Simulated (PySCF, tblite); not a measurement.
# C7H14Si: geometry, infrared bands and NMR shifts

What infrared bands and NMR shifts should C7H14Si (`C[C@@H]1[C@H]2C[SiH2][C@]1(C)C2`) show?

The runs use tblite 0.8.0 and PySCF 2.14.0, with density-fitted response routines of our own; the level of theory stands in each step. All values are computed, except where a source is named. Atoms count from 0, in the outputs and in this text.

## (1) The molecule as given

22 atoms, charge 0, multiplicity 1; geometry from: force field or distance geometry start.

Bonds of the start (Å): C0–C1 1.52, C1–C2 1.58, C2–C3 1.54, C3–Si4 1.94, Si4–C5 2.28, C5–C6 1.50, C5–C7 1.57, C5–C1 1.58, C7–C2 1.57, C0–H8 1.10, C0–H9 1.09, C0–H10 1.08, C1–H11 1.11, C2–H12 1.08, C3–H13 1.10, C3–H14 1.09, Si4–H15 1.49, Si4–H16 1.48, C6–H17 1.09, C6–H18 1.10, C6–H19 1.09, C7–H20 1.10, C7–H21 1.09.

## (2) Optimising the geometry with GFN2-xTB

The job: settings as JSON, then the geometry in Å.

```
{"job": {"kind": "relax", "xc": "GFN2-xTB", "basis": "xTB"}, "charge": 0, "multiplicity": 1}
C      1.980100     1.085600    -0.680700
C      0.978100     0.305100     0.158400
C      0.702100    -1.206100    -0.220900
C      0.027300    -1.964300     0.934200
Si    -1.391900    -0.798700     1.547500
C     -0.566400     0.490600    -0.135900
C     -1.355700     1.757600    -0.226600
C     -0.380600    -0.635000    -1.211400
H      1.945400     2.146100    -0.410200
H      1.763600     1.007900    -1.746700
H      2.987800     0.727000    -0.507400
H      1.260600     0.439400     1.222200
H      1.516100    -1.747600    -0.674200
H      0.742400    -2.149100     1.753100
H     -0.393800    -2.914600     0.603900
H     -1.125400    -0.055700     2.811400
H     -2.760600    -1.179800     1.123100
H     -0.981100     2.382700    -1.032300
H     -1.294300     2.338000     0.709200
H     -2.406700     1.553500    -0.424700
H     -1.254500    -1.273400    -1.413500
H     -0.002800    -0.289700    -2.179400
```

The run is started by

```
OMP_NUM_THREADS=1 python probes_run.py task.json out
```

This one command runs all jobs of the session in turn.

**Question.** This job is followed by: GFN2-xTB harmonic vibrations, gas phase; GIAO PBE0/pcSseg-1 NMR shielding, non-relativistic, gas phase. What will the session give for the following? strongest single infrared mode (GFN2-xTB); zero-point energy (GFN2-xTB); 13C shifts against TMS (PBE0/pcSseg-1); 1H shifts against TMS (PBE0/pcSseg-1, means over atoms taken as alike); 29Si shifts against TMS (PBE0/pcSseg-1).

As calculated:

```
                                                              quantity                                                           value
                             strongest single infrared mode (GFN2-xTB)                                           2268 cm⁻¹, 504 km/mol
                                          zero-point energy (GFN2-xTB)                                                  118.4 kcal/mol
                                13C shifts against TMS (PBE0/pcSseg-1)                    46.6, 39.8, 39.2, 36.2, 17.7, 17.2, 12.5 ppm
1H shifts against TMS (PBE0/pcSseg-1, means over atoms taken as alike)  4.00, 3.92, 2.08, 1.93, 1.39, 1.28, 1.18, 1.17, 1.15, 1.13 ppm
                               29Si shifts against TMS (PBE0/pcSseg-1)                                                       -38.6 ppm
```

In words: Relaxing lowered the energy by 1.062 eV in 48 steps; the close pair that moved most is Si4–C5, from 2.275 to 1.909 Å. All 60 modes are real, so the xTB geometry is a minimum. The strongest single mode, at 2268 cm⁻¹, moves mainly H16 and H15. GFN2-xTB is a fitted tight-binding method: band positions and strengths are rough. Its intensities can rank the bands wrongly. At PBE0/pcSseg-1: The largest span, 66 ppm, is at Si4, where the paramagnetic term is -493 ppm.
